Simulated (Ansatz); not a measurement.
**Tungsten, omega (AlB2-type) under r²SCAN: from relaxation to bulk modulus**

The plan for tungsten in the omega (AlB2-type) structure: relax it, solve it on a dense k-mesh, then scale the cell to 7 volumes from 88 to 112 % of the relaxed one and try a fit of the equation of state. Spin polarisation is left out. The k-meshes are 8×8×11 for the relaxation; 10×10×16 for the dense run; 9×9×14 for the volumes.

Method: DFT r2SCAN, plane waves (500 eV) with PAW, scalar-relativistic; PBE-made PAW files, in Ansatz 0.2.0.

## 1. The system as given

It takes space group P6/mmm (No. 191, hexagonal). Conventional cell: a = 4.474 Å, b = 4.474 Å, c = 2.743 Å, α = 90.00°, β = 90.00°, γ = 120.00°. W (site symmetry 6/mmm) has 14 W at 2.74 to 2.92 Å as nearest neighbours. W (site symmetry -6m2) is surrounded by 11 W at 2.58 to 2.92 Å.

Structure file:

```xyz
3
Lattice="4.4740 0.0000 0.0000 -2.2370 3.8746 0.0000 0.0000 0.0000 2.7426" Properties=species:S:1:pos:R:3 pbc="T T T"
W     0.0000    0.0000    0.0000
W     0.0000    2.5831    1.3713
W     2.2370    1.2915    1.3713
```

## 2. Relaxing cell and atoms

input.yaml

```yaml
crystal:
  lattice:
    - [4.4740055658, 0.0, 0.0]
    - [-2.2370027829, 3.8746024767, 0.0]
    - [0.0, 0.0, 2.7425654118]
  atoms:
    - { symbol: W, position: [0.0, 0.0, 0.0] }
    - { symbol: W, position: [0.3333333333, 0.6666666667, 0.5] }
    - { symbol: W, position: [0.6666666667, 0.3333333333, 0.5] }
hamiltonian:
  xc: r2scan
  pseudopotentials:
    kind: paw
    azcp:
      W: "pseudopotentials/W.paw.azcp"
basis:
  ecutwfc: 500
  fft_grid_basis: typed
kpoints:
  mp_grid: { grid: [8, 8, 11], shift: [0, 0, 0] }
magnetization:
  spin_polarized: false
scf:
  occupations: { method: fermi_dirac, width: 0.1 }
relax:
  max_steps: 60
  f_tol: 0.01
  cell: {}
output:
  write_density: true
  write_potential: true
  elf: true
  volumetric_format: npy
```

Launch:

```sh
$ ansatz run input.yaml --threads 1 --pin off --max-ram 3584MiB --backend cpu --events-out ev --progress --plain --runs-dir out
```

Further steps of the session: Dense single point; The cell scaled to 88 % of its volume; The cell scaled to 92 % of its volume; The cell scaled to 96 % of its volume; The cell scaled to 100 % of its volume; The cell scaled to 104 % of its volume; The cell scaled to 108 % of its volume; The cell scaled to 112 % of its volume.

What does the calculation give? Wanted: space group; conventional cell; volume; shortest distance; gap on the mesh; relative to bcc; V₀, B₀, B₀′.

As calculated:

| quantity | value |
| --- | --- |
| space group (spins left aside) | P6/mmm (No. 191) |
| conventional cell | a = 4.666 Å, c = 2.592 Å (c/a = 0.556) |
| volume | 16.289 Å³/atom |
| shortest distance | 2.592 Å |
| gap on the mesh | none (levels filled in part) |
| relative to bcc | +607 meV/atom |
| V₀, B₀, B₀′ | 16.276 Å³/atom, 292 GPa, 4.1 |

The relaxation enlarged the cell by 2.8 % in volume. It lies 607 meV/atom above the element's reference form at the same level (bcc, from a run of its own), so it is far from stable. No gap shows: it is a metal or semimetal at this level. The fitted modulus is 292 GPa, among the stiffest elements; letting shape and positions relax at each volume could only lower it. The symmetry was held, so the structure may be unstable against distortions that break it.
